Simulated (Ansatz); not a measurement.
# Br− with H₂: structure and interaction energy

The task here is to estimate one member of a computed series from the others.

Computed with Ansatz 0.2.0, Gaussian basis. Level: PBE0-D4 structure, single points in def2-TZVPPD.

Levels: PBE-D4, revPBE-D4, BLYP-D4, r2SCAN-D4, B97M-V, PBE0-D4, B3LYP-D4, HSE06-D4, wB97X-V, wB97M-V, B2PLYP, Hartree-Fock, MP2, CCSD, CCSD(T). The reference is CCSD(T) extrapolated to the basis limit. For elements past Ar these valence bases correlate outer-core shells poorly and lack relativity, so that limit is rough.

Correlated methods freeze the cores. Filled d shells of the heavier atoms are correlated. B3LYP uses VWN-RPA correlation. B2PLYP carries no dispersion term here.

163 further runs of the same task are left out: 163 set aside as unsound or not needed.

### Where the work starts

The pair, from a GFN2-xTB docking trial: 3 atoms, charge -1, spin multiplicity 1.

Atoms are counted from 1 here; the program's logs count them from 0.

Bond lengths: H2–H3 0.785 Å.

Coordinates:

```xyz
3
charge -1, multiplicity 1
Br    0.0000    0.0002   -2.0859
H    -0.0197   -0.0883    1.4247
H     0.0196    0.0882    0.6612
```

Atoms 1 to 1 are fragment A (Br−), the rest fragment B (H₂).

Set-up of the first run:

The input, pre/in.yaml:

```yaml
crystal:
  periodic: [false, false, false]
  atoms:
    - {symbol: Br, position_ang: [0.000000, 0.000200, -2.085900]}
    - {symbol: H, position_ang: [-0.019700, -0.088300, 1.424700]}
    - {symbol: H, position_ang: [0.019600, 0.088200, 0.661200]}
basis:
  gaussian: {orbitals: def2-SVPD}
total_charge: -1
hamiltonian: {xc: pbe, dispersion: d4}
relax: {f_tol: 0.03, max_steps: 250}
```

The run is started by

```
$ ansatz run in.yaml --threads 2 --pin off --events-out ev --progress --plain --max-ram 5222MiB
```

Among the steps run: A first relaxation in a small basis; Relaxation at PBE0-D4; wB97X-V/def2-TZVPPD; wB97M-V/def2-TZVPPD; B2PLYP/def2-TZVPPD; B97M-V/def2-TZVPPD; CCSD(T)/def2-TZVPPD; Vibrations of the pair.

One of the session's tables, all rows but one given; the rest of the session is left out.

```
      method  interaction (kcal/mol)
      PBE-D4                   -2.70
   revPBE-D4                   -2.18
     BLYP-D4                   -2.04
   r2SCAN-D4                   -2.08
      B97M-V                   -2.52
     PBE0-D4                   -2.48
    B3LYP-D4                   -2.12
    HSE06-D4                   -2.52
     wB97X-V                   -2.08
     wB97M-V                   -2.08
      B2PLYP                   -1.65
Hartree-Fock                       ?
         MP2                   -1.68
        CCSD                   -1.51
     CCSD(T)                   -1.63
 CCSD(T)/CBS                   -1.97
```

**Question.** Estimate the row for Hartree-Fock.

**Answer.** interaction (kcal/mol): -0.68. In the column «interaction (kcal/mol)» it is the highest.

Among the levels timed on like hardware, those that no quicker one beats, quickest first: revPBE-D4 (1.1 s, -0.21 kcal/mol); BLYP-D4 (1.2 s, -0.06 kcal/mol).

BLYP-D4 reaches 0.06 kcal/mol from the reference in 1.2 s; the quickest level in the cost chart, revPBE-D4, takes 1.1 s and misses by 0.21 kcal/mol.

To keep in mind: A lower arrangement may exist.
